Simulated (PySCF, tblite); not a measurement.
# AsGa₂GeH₇, a small molecule taken as a stand-in for a surface group (Ga-backed As): NMR shifts and electronic excitations

What NMR shifts and electronic excitations should one expect for `[GaH2][As]([GaH2])[GeH3]`?

Computed with tblite 0.8.0 and PySCF 2.14.0; each step states its level. No surroundings beyond the atoms listed, unless a continuum is named. Atoms count from 0, parts from 1.

### 1 The system as given

11 atoms, charge 0, multiplicity 1; geometry: distance geometry start.

### 2 Relaxing the cluster with GFN2-xTB

What the job is given:

```
{"job": {"kind": "relax", "xc": "GFN2-xTB", "basis": "xTB"}, "charge": 0, "multiplicity": 1}
Ga    -1.291249    -1.253147    -0.645012
As    -0.242031     0.652286     0.448726
Ga     2.103472     0.987302    -0.042080
Ge    -0.890730     1.083298     2.702486
H     -2.507489    -1.806167     0.058488
H     -0.348429    -2.252728    -1.271874
H      2.816180    -0.194483    -0.722007
H      2.514392     2.374285    -0.535465
H     -1.935662     0.036347     3.114196
H     -1.488607     2.452900     2.803928
H      0.305922     0.976328     3.598117
```

With the program's defaults for keys left out, this is: GFN2-xTB geometry optimisation, gas phase.

Run with:

```
$ OMP_NUM_THREADS=1 python cluster_run.py task.json out
```

The driver reads the jobs from task.json and runs them one after another.

Standard output:

```text
step      E/eV     max force
  0    -276.81552    1.633
  1    -276.94295    1.374
  2    -277.26667    1.452
  3    -277.36549    1.425
  4    -277.55061    0.951
  5    -277.63434    0.625
  6    -277.68725    0.482
  7    -277.72019    0.481
  8    -277.73760    0.516
  9    -277.77062    0.541
 10    -277.79465    0.533
 11    -277.82016    0.542
 12    -277.83322    0.325
 13    -277.84274    0.213
 14    -277.84839    0.237
 15    -277.85583    0.332
 16    -277.86852    0.385
 17    -277.88497    0.488
 18    -277.90180    0.504
 19    -277.91908    0.414
 20    -277.93788    0.373
 21    -277.95231    0.334
 22    -277.96628    0.389
 23    -277.98530    0.404
 24    -278.00997    0.555
 25    -278.03598    0.579
 26    -278.05655    0.376
 27    -278.06974    0.329
 28    -278.07897    0.247
 29    -278.08995    0.355
 30    -278.10124    0.321
 31    -278.10795    0.184
 32    -278.11262    0.195
 33    -278.11718    0.283
 34    -278.12251    0.324
 35    -278.12778    0.369
 36    -278.13220    0.193
 37    -278.13434    0.110
 38    -278.13539    0.103
 39    -278.13702    0.120
 40    -278.13860    0.143
 41    -278.14026    0.118
 42    -278.14162    0.103
 43    -278.14280    0.080
 44    -278.14380    0.083
 45    -278.14458    0.082
 46    -278.14518    0.059
 47    -278.14571    0.061
 48    -278.14630    0.081
 49    -278.14709    0.110
 50    -278.14805    0.110
 51    -278.14904    0.077
 52    -278.15002    0.090
 53    -278.15106    0.124
 54    -278.15258    0.154
 55    -278.15531    0.188
 56    -278.16023    0.220
 57    -278.16667    0.267
 58    -278.17395    0.270
 59    -278.18125    0.143
 60    -278.18381    0.148
 61    -278.18288    0.127
 62    -278.18551    0.086
 63    -278.18646    0.107
 64    -278.18989    0.124
 65    -278.19206    0.092
 66    -278.19379    0.072
 67    -278.19463    0.054
 68    -278.19516    0.063
 69    -278.19555    0.065
 70    -278.19609    0.080
 71    -278.19676    0.092
 72    -278.19757    0.076
 73    -278.19827    0.056
 74    -278.19869    0.056
 75    -278.19900    0.055
 76    -278.19938    0.060
 77    -278.19990    0.061
 78    -278.20060    0.082
 79    -278.20139    0.082
 80    -278.20216    0.090
 81    -278.20291    0.092
 82    -278.20362    0.071
 83    -278.20439    0.059
 84    -278.20493    0.063
 85    -278.20561    0.096
 86    -278.20668    0.113
 87    -278.20852    0.105
 88    -278.21079    0.082
 89    -278.21249    0.063
 90    -278.21318    0.048
 91    -278.21345    0.040
 92    -278.21367    0.037
 93    -278.21391    0.034
 94    -278.21433    0.038
 95    -278.21462    0.042
 96    -278.21494    0.031
 97    -278.21513    0.030
 98    -278.21526    0.029
 99    -278.21539    0.028
100    -278.21560    0.031
101    -278.21599    0.036
102    -278.21664    0.047
103    -278.21749    0.079
104    -278.21841    0.101
105    -278.21947    0.095
106    -278.22077    0.078
107    -278.22218    0.076
108    -278.22351    0.081
109    -278.22499    0.114
110    -278.22705    0.148
111    -278.22969    0.241
112    -278.23185    0.184
113    -278.23779    0.149
114    -278.24384    0.119
115    -278.24628    0.131
116    -278.24844    0.137
117    -278.25560    0.153
118    -278.25900    0.174
119    -278.26303    0.166
120    -278.26353    0.240
121    -278.26924    0.149
122    -278.27223    0.099
123    -278.27536    0.093
124    -278.27707    0.093
125    -278.27923    0.097
126    -278.28077    0.081
127    -278.28141    0.069
128    -278.28201    0.063
129    -278.28251    0.072
130    -278.28310    0.071
131    -278.28398    0.070
132    -278.28487    0.071
133    -278.28593    0.077
134    -278.28696    0.072
135    -278.28774    0.054
136    -278.28811    0.040
137    -278.28829    0.037
138    -278.28843    0.029
139    -278.28857    0.034
140    -278.28874    0.031
141    -278.28897    0.033
142    -278.28917    0.032
143    -278.28937    0.035
144    -278.28958    0.033
145    -278.28976    0.025
146    -278.28990    0.025
147    -278.29001    0.024
148    -278.29010    0.023
149    -278.29020    0.027
150    -278.29034    0.031
151    -278.29051    0.032
152    -278.29069    0.037
153    -278.29086    0.036
154    -278.29098    0.024
155    -278.29107    0.023
156    -278.29115    0.028
157    -278.29126    0.032
158    -278.29138    0.037
159    -278.29150    0.028
160    -278.29157    0.018
161    -278.29163    0.012
162    -278.29166    0.014
163    -278.29169    0.015
164    -278.29172    0.013
165    -278.29176    0.014
166    -278.29180    0.016
167    -278.29187    0.028
168    -278.29197    0.038
169    -278.29212    0.040
170    -278.29232    0.027
171    -278.29252    0.026
172    -278.29262    0.022
173    -278.29268    0.023
174    -278.29274    0.018
175    -278.29280    0.015
176    -278.29285    0.020
177    -278.29290    0.024
178    -278.29296    0.024
179    -278.29302    0.018
180    -278.29308    0.018
181    -278.29313    0.015
182    -278.29317    0.018
183    -278.29321    0.018
184    -278.29325    0.016
185    -278.29331    0.016
186    -278.29338    0.019
187    -278.29345    0.021
188    -278.29353    0.022
189    -278.29363    0.030
190    -278.29378    0.036
191    -278.29401    0.048
192    -278.29433    0.069
193    -278.29470    0.077
194    -278.29505    0.069
195    -278.29535    0.060
196    -278.29563    0.062
197    -278.29565    0.122
198    -278.29623    0.082
199    -278.29655    0.071
200    -278.29713    0.040
201    -278.29713    0.040
202    -278.29852    0.023
203    -278.29894    0.044
204    -278.29938    0.025
205    -278.29964    0.033
206    -278.29979    0.018
207    -278.29993    0.010
208    -278.29997    0.009
209    -278.29998    0.003
```

It took 2.4 s on 1 thread of Arm Neoverse V2, shared host.

Relaxation path:

```tsv
step	energy from step 0 (eV)	largest force (eV/Å)
0	0.0000	1.6331
8	-0.9221	0.5162
16	-1.0530	0.3846
24	-1.1945	0.5547
32	-1.2971	0.1946
40	-1.3231	0.1435
48	-1.3308	0.0814
56	-1.3447	0.2198
64	-1.3744	0.1237
72	-1.3820	0.0762
80	-1.3866	0.0897
88	-1.3953	0.0822
96	-1.3994	0.0312
104	-1.4029	0.1009
112	-1.4163	0.1841
120	-1.4480	0.2403
128	-1.4665	0.0627
136	-1.4726	0.0403
144	-1.4741	0.0332
152	-1.4752	0.0370
160	-1.4760	0.0180
168	-1.4764	0.0384
176	-1.4773	0.0201
184	-1.4777	0.0158
192	-1.4788	0.0698
200	-1.4816	0.0403
208	-1.4844	0.0090
209	-1.4845	0.0032
```

Distances of close pairs at the start and the end, largest changes first:

```tsv
bond	before (Å)	after (Å)	change (Å)
Ga0–H4	1.510	1.607	+0.097
Ga0–H5	1.510	1.606	+0.095
Ga2–H7	1.528	1.606	+0.077
Ga2–H6	1.538	1.607	+0.068
As1–Ge3	2.385	2.417	+0.032
As1–Ga2	2.420	2.440	+0.020
Ge3–H8	1.535	1.516	-0.019
Ge3–H10	1.499	1.516	+0.018
```

### 3 Relaxing the molecule at PBE0-D3(BJ)/def2-SVP

What the job is given:

```
{"job": {"xc": "PBE0", "basis": "def2-SVP", "d3": "d3bj", "grid": 2, "kind": "geom", "shake": 0.01}, "charge": 0, "multiplicity": 1}
Ga    -0.816181    -1.025687    -1.361865
As    -0.617541     1.365843    -0.836143
Ga     1.623082     0.437215    -0.832322
Ge    -0.753022     0.787514     1.500646
H     -1.301307    -2.149832    -0.346319
H     -0.612150    -1.638691    -2.821875
H      2.486458     0.038827     0.490867
H      2.559964     0.200422    -2.135179
H     -1.518364    -0.508306     1.803349
H     -1.547546     1.818253     2.310649
H      0.529294     0.645942     2.238492
```

Standard output:

```text
step   0  E = -8164.72570141  max force = 0.031533
step   1  E = -8164.73802093  max force = 0.014669
step   2  E = -8164.74183925  max force = 0.009353
step   3  E = -8164.74540419  max force = 0.003050
step   4  E = -8164.74644897  max force = 0.003174
step   5  E = -8164.74748225  max force = 0.002254
step   6  E = -8164.74786613  max force = 0.002095
step   7  E = -8164.74816816  max force = 0.001536
step   8  E = -8164.74836199  max force = 0.001346
step   9  E = -8164.74845404  max force = 0.000563
step  10  E = -8164.74849151  max force = 0.000473
step  11  E = -8164.74852224  max force = 0.000633
step  12  E = -8164.74854565  max force = 0.000594
step  13  E = -8164.74855596  max force = 0.000297
optimisation converged
```

Wall time 5.4 min (1 thread of Arm Neoverse V2, shared host); peak memory 0.92 GiB.

The steps of the relaxation:

```tsv
step	energy from step 0 (eV)	largest force component (eV/Å)
0	0.0000	1.6215
1	-0.3352	0.7543
2	-0.4391	0.4810
3	-0.5361	0.1568
4	-0.5646	0.1632
5	-0.5927	0.1159
6	-0.6031	0.1077
7	-0.6114	0.0790
8	-0.6166	0.0692
9	-0.6191	0.0290
10	-0.6202	0.0243
11	-0.6210	0.0326
12	-0.6216	0.0305
13	-0.6219	0.0153
```

Distances of close pairs at the start and the end, largest changes first:

```tsv
bond	before (Å)	after (Å)	change (Å)
Ga0–As1	2.457	2.383	-0.074
Ga2–H6	1.629	1.569	-0.060
Ge3–H10	1.486	1.540	+0.054
Ga2–H7	1.622	1.569	-0.053
As1–Ga2	2.425	2.383	-0.043
Ga0–H5	1.597	1.569	-0.028
Ga0–H4	1.591	1.569	-0.021
Ge3–H9	1.533	1.540	+0.007
```

The next job starts from the end point, and lists it.

```tsv
at the end point	value
rotational constants (GHz, main isotopes)	0.953, 0.803, 0.501
dipole moment (D)	0.49
```

### 4 Nuclear shieldings: PBE0/pcSseg-1

What the job is given:

```
{"job": {"kind": "nmr", "xc": "PBE0", "basis": "pcSseg-1"}, "charge": 0, "multiplicity": 1}
Ga    -1.039613    -1.217908    -1.488543
As    -0.387510     0.923639    -0.672771
Ga     1.955611     0.523212    -0.837776
Ge    -0.762459     0.674137     1.703029
H     -2.061355    -2.055556    -0.641362
H     -0.495642    -1.670897    -2.888715
H      2.844545     0.787734     0.428326
H      2.533524     0.103573    -2.234631
H     -1.584884    -0.597339     1.984900
H     -1.548741     1.900973     2.201574
H      0.579179     0.599965     2.456243
```

With the program's defaults for keys left out, this is: GIAO PBE0/pcSseg-1 NMR shielding, non-relativistic, gas phase.

Standard output:

```text
coarse grid: 46888 points
cycle   1  E = -8164.7373146226  dE = -2.520e+00  |g| = 1.687e+00  |ddm| = 3.488e+00
cycle   2  E = -8164.6495951639  dE =  8.772e-02  |g| = 1.758e+00  |ddm| = 1.525e+00
cycle   3  E = -8164.9044405331  dE = -2.548e-01  |g| = 2.269e-01  |ddm| = 1.011e+00
cycle   4  E = -8164.9094846649  dE = -5.044e-03  |g| = 8.133e-02  |ddm| = 1.987e-01
cycle   5  E = -8164.9103365188  dE = -8.519e-04  |g| = 1.115e-02  |ddm| = 8.476e-02
cycle   6  E = -8164.9103786915  dE = -4.217e-05  |g| = 2.073e-03  |ddm| = 2.069e-02
cycle   7  E = -8164.9103804509  dE = -1.759e-06  |g| = 6.951e-04  |ddm| = 3.796e-03
final grid: 90296 points
cycle   8  E = -8164.9103269663  dE = -1.121e-08  |g| = 8.834e-04  |ddm| = 1.427e-03
cycle   9  E = -8164.9103269160  dE =  5.027e-08  |g| = 1.149e-03  |ddm| = 1.232e-03
cycle  10  E = -8164.9103270389  dE = -1.229e-07  |g| = 4.184e-05  |ddm| = 7.150e-04
cycle  11  E = -8164.9103270393  dE = -3.747e-10  |g| = 4.710e-06  |ddm| = 4.176e-05
converged SCF energy = -8164.9103270393

GIAO shielding tensors (ppm)
atom      isotropic    diamagn.    paramagn.     s11        s22        s33       span
  0 Ga    1065.496    2637.555   -1572.059    702.795   1100.855   1392.839    690.044
  1 As    1650.055    2882.557   -1232.501   1094.734   1835.372   2020.061    925.327
  2 Ga    1065.033    2637.548   -1572.515    703.242   1099.900   1391.957    688.715
  3 Ge    1547.710    2756.398   -1208.688   1470.437   1505.429   1667.264    196.827
  4 H       24.514      27.768      -3.254     19.331     20.301     33.909     14.578
  5 H       24.247      27.653      -3.406     18.607     20.025     34.109     15.502
  6 H       24.511      27.759      -3.247     19.343     20.278     33.913     14.570
  7 H       24.242      27.650      -3.408     18.603     20.019     34.104     15.501
  8 H       26.593      28.742      -2.149     19.236     22.853     37.692     18.457
  9 H       26.683      28.320      -1.637     19.852     21.510     38.686     18.835
 10 H       26.597      28.746      -2.149     19.232     22.863     37.695     18.462
```

It took 51 s on 1 thread of Arm Neoverse V2, shared host; peak memory 1.1 GiB.

The references, computed at this level on geometries of the same kind, shield at (ppm): $^{1}$H TMS 31.27, $^{73}$Ge GeMe4 1330, $^{71}$Ga GaH4- 1710, $^{75}$As AsH3 1910. Their shielding less the atom's gives the shift. The references are single molecules in the gas phase. Shifts against hydride references such as AlH4− lie on their own scale. Atoms listed in one row are averaged.

```tsv
atoms	environment	σ (ppm)	δ (ppm)
H5, H7	hydrogen on a Ga bonded to As	24.24	7.02
H4, H6	hydrogen on a Ga bonded to As	24.51	6.75
H8, H10	hydrogen on a germanium bonded to As	26.59	4.67
H9	hydrogen on a germanium bonded to As	26.68	4.58
Ga0, Ga2	Ga bonded to As, 2 H	1065	645
As1	arsenic bonded to 2 Ga, Ge	1650	260
Ge3	germanium bonded to As, 3 H	1548	-217
```

Charges from the same density, by scheme (e):

```tsv
atoms	Mulliken	IAO	Hirshfeld	ESP fit
Ga0, Ga2	0.47	0.33	0.32	0.58
As1	-0.79	-0.26	-0.16	-0.40
Ge3	0.14	0.29	0.22	0.25
```

Mayer bond orders: Ga0–As1 0.89, As1–Ga2 0.88, As1–Ge3 0.93.

Orbitals, density, ELF and potential are computed afterwards from the orbital file.

Frontier orbitals at PBE0/pcSseg-1, with the share of their density that lies nearest to each atom:

```tsv
orbital	energy (eV)	lies on
HOMO	-7.18	As1 61 %; Ga0, Ga2 about 10 % each
LUMO	-2.20	Ga0, Ga2 about 27 % each; As1 13 %; 4 H atoms about 7 % each
```

ELF in a plane through or near 5 of the atoms.

Values, 10 rows by 14 columns:
```
0.00 0.00 0.00 0.00 0.00 0.00 0.00 0.00 0.00 0.00 0.00 0.00 0.00 0.00
0.00 0.00 0.00 0.00 0.00 0.07 0.52 0.33 0.00 0.00 0.00 0.00 0.00 0.00
0.00 0.00 0.20 0.68 0.27 0.44 0.98 0.99 0.11 0.00 0.00 0.00 0.00 0.00
0.00 0.02 0.99 1.00 0.78 0.52 0.21 0.29 0.02 0.63 0.46 0.03 0.00 0.00
0.00 0.00 0.54 0.91 0.52 0.19 0.59 0.46 0.42 0.19 0.41 0.16 0.04 0.00
0.00 0.00 0.01 0.02 0.06 0.40 0.67 0.56 0.40 0.58 0.17 0.38 0.08 0.00
0.00 0.01 0.98 1.00 0.77 0.71 0.18 0.25 0.12 0.83 0.67 0.07 0.01 0.00
0.00 0.00 0.90 1.00 0.75 0.16 0.61 0.84 0.02 0.08 0.16 0.00 0.00 0.00
0.00 0.00 0.00 0.04 0.04 0.33 0.97 0.96 0.12 0.00 0.00 0.00 0.00 0.00
0.00 0.00 0.00 0.00 0.00 0.00 0.01 0.00 0.00 0.00 0.00 0.00 0.00 0.00
```
The map spans 11.4 Å across and 11.0 Å up, centred on the molecule. Atoms in the plane (x, y in Å): Ga0 (-1.3, -1.8), Ga2 (-1.3, 1.8), Ge3 (2.0, 0.0), H5 (-2.9, -1.8), H7 (-2.9, 1.8).

On the surface of density 0.002 e/bohr³ the electrostatic potential runs, from the 1st to the 99th percentile, from -0.36 V near As1 to 2.48 V near Ga0.

### 5 Excited states and response: CAM-B3LYP/def2-SVPD

Same as in step 4 but for these lines:

```diff
@@ -1,2 +1,2 @@
-{"job": {"kind": "nmr", "xc": "PBE0", "basis": "pcSseg-1"}, "charge": 0, "multiplicity": 1}
+{"job": {"kind": "uv", "xc": "CAM-B3LYP", "basis": "def2-SVPD", "nstates": 6, "ntriplets": 2, "ip": true}, "charge": 0, "multiplicity": 1}
 Ga    -1.039613    -1.217908    -1.488543
```

Method: TDDFT CAM-B3LYP/def2-SVPD, vertical, gas phase, core orbitals frozen in the response.

Standard output:

```text
coarse grid: 46888 points
cycle   1  E = -8166.1727519725  dE = -2.313e+00  |g| = 7.799e-01  |ddm| = 3.522e+00
cycle   2  E = -8166.1687906173  dE =  3.961e-03  |g| = 8.553e-01  |ddm| = 1.260e+00
cycle   3  E = -8166.2495957152  dE = -8.081e-02  |g| = 5.586e-02  |ddm| = 6.997e-01
cycle   4  E = -8166.2499532466  dE = -3.575e-04  |g| = 1.925e-02  |ddm| = 6.919e-02
cycle   5  E = -8166.2500156847  dE = -6.244e-05  |g| = 5.444e-03  |ddm| = 3.566e-02
cycle   6  E = -8166.2500225583  dE = -6.874e-06  |g| = 1.135e-03  |ddm| = 9.172e-03
final grid: 90296 points
cycle   7  E = -8166.2499821737  dE = -2.715e-07  |g| = 1.019e-03  |ddm| = 2.932e-03
cycle   8  E = -8166.2499821847  dE = -1.099e-08  |g| = 1.098e-03  |ddm| = 2.145e-03
cycle   9  E = -8166.2499823563  dE = -1.716e-07  |g| = 1.080e-04  |ddm| = 1.022e-03
cycle  10  E = -8166.2499823582  dE = -1.868e-09  |g| = 2.491e-05  |ddm| = 9.917e-05
cycle  11  E = -8166.2499823586  dE = -4.657e-10  |g| = 1.482e-05  |ddm| = 7.938e-05
converged SCF energy = -8166.2499823586

Static polarisability (au): isotropic 134.090, principal 103.341 144.855 154.073

Singlet excitations
state   eV       nm        f      main configurations
  1   4.0968    302.6   0.02238   H->L 0.94
  2   4.2428    292.2   0.00007   H-1->L 0.82, H->L+1 0.14
  3   4.8114    257.7   0.01567   H-2->L 0.87
  4   5.0957    243.3   0.15625   H->L+1 0.79, H-1->L 0.13
  5   5.1853    239.1   0.00075   H-1->L+1 0.85
  6   5.3163    233.2   0.00279   H-3->L 0.59, H-2->L+1 0.28

Triplet excitations (Tamm-Dancoff, eV): 3.4008 3.9309
Vertical ionisation energy (delta-SCF) = 8.7526 eV
Vertical electron affinity (delta-SCF) = 0.6846 eV
```

It took 3.7 min on 1 thread of Arm Neoverse V2, shared host; peak memory 1.3 GiB.

Frontier orbitals and where they lie:

```tsv
orbital	eV	atoms
HOMO−3	-9.99	Ga0 20 %, Ga2 20 %, H5 14 %
HOMO−2	-9.12	As1 32 %, Ge3 23 %, Ga0 10 %
HOMO−1	-8.77	As1 42 %, Ga0 18 %, Ga2 18 %
HOMO	-8.18	As1 57 %, Ga2 12 %, Ga0 12 %
LUMO	-1.27	Ga2 30 %, Ga0 30 %, As1 19 %
LUMO+1	-0.50	Ga2 34 %, Ga0 34 %, As1 8 %
LUMO+2	0.54	Ge3 24 %, As1 24 %, Ga2 12 %
```

With each of the 6 states as a Gaussian band of 0.4 eV half-width at 1/e, the curve within the window shown has maxima at 299 nm (ε 960), 244 nm (ε 6,800) L/(mol cm). Beyond the last state computed it falls off for lack of states. The curve at chosen wavelengths:

nm, ε (L/mol/cm) and a bar:
```
      221       1248 #####
      226       2517 ###########
      232       4468 ####################
      237       5930 ##########################
      242       6744 ##############################
      248       6599 #############################
      253       5717 #########################
      258       4508 ####################
      264       3085 #############
      269       2155 #########
      274       1523 ######
      280       1114 #####
      285        978 ####
      290        945 ####
      295        953 ####
      301        955 ####
      306        924 ####
      311        858 ###
      317        742 ###
      322        629 ##
      327        514 ##
      333        385 #
      338        292 #
      343        216 #
      349        145 
      354        101
```

Ground-state properties from the same run:

```tsv
property	computed
dipole moment (D)	0.34
polarisability (Å³)	19.87
HOMO–LUMO gap (eV)	6.91
−ε(HOMO) (eV)	8.18
```

### 6 Results

| quantity | value |
| --- | --- |
| rotational constants (main isotopes) | 0.95, 0.80, 0.50 GHz |
| $^{1}$H shifts against TMS (PBE0/pcSseg-1, means over atoms taken as alike) | 7.02, 6.75, 4.67, 4.58 ppm |
| $^{71}$Ga shifts against GaH4- (PBE0/pcSseg-1, means over atoms taken as alike) | 645 ppm |
| $^{75}$As shifts against AsH3 (PBE0/pcSseg-1) | 260 ppm |
| $^{73}$Ge shifts against GeMe4 (PBE0/pcSseg-1) | -217 ppm |
| potential on the surface of density 0.002 e/bohr³, 1st and 99th percentile | -0.36 V and 2.48 V |
| lowest singlet (CAM-B3LYP/def2-SVPD) | 4.10 eV (303 nm), f = 0.022 |
| brightest single state of those computed | state 4, 5.10 eV, f = 0.156 |
| lowest triplet | 3.40 eV |
| vertical ionisation energy (ΔSCF) | 8.75 eV |
| vertical electron affinity (ΔSCF) | 0.68 eV |

What this shows: The start of the PBE0/def2-SVP relaxation was shaken at random by about 0.01 Å, so part of the energy gained, and of the first lengths quoted, undoes that. The optimisation took 13 steps and gained 0.622 eV; among the close pairs (by a distance rule), Ga0–As1 changed most, from 2.457 to 2.383 Å (PBE0/def2-SVP). No frequency check was run at this level, so the end point may be a saddle. The frame itself reshapes: Ga0···Ga2 goes from 2.89 to 3.53 Å, Ga2···Ge3 goes from 3.35 to 3.72 Å. Hydrogens of an XH3 group are listed apart at this fixed geometry; free rotation makes them one line at their mean. At PBE0/pcSseg-1: The widest tensor belongs to As1: span 925 ppm, with a paramagnetic part of -1233 ppm. At PBE0/pcSseg-1, counted by nearest atom on the grid, the HOMO lies on As1 61 %; Ga0, Ga2 about 10 % each, the LUMO on Ga0, Ga2 about 27 % each; As1 13 %. The lowest singlet, at 4.10 eV, is HOMO→LUMO 0.94 and is weak; of the 6 states computed, the strongest absorption comes from state 4 at 5.10 eV. The lowest triplet lies 0.70 eV below the lowest singlet (triplets in Tamm-Dancoff, singlets in full TDDFT). The orbital energy would give 8.18 eV for ionisation, ΔSCF gives 8.75 eV. Spin-orbit coupling is left out, which matters for shieldings and couplings at and beside the heavy atoms. A capped cluster stands for the solid here, so long-range fields and strain are missing, and bands or shifts of the capping hydrogens have no counterpart in it.
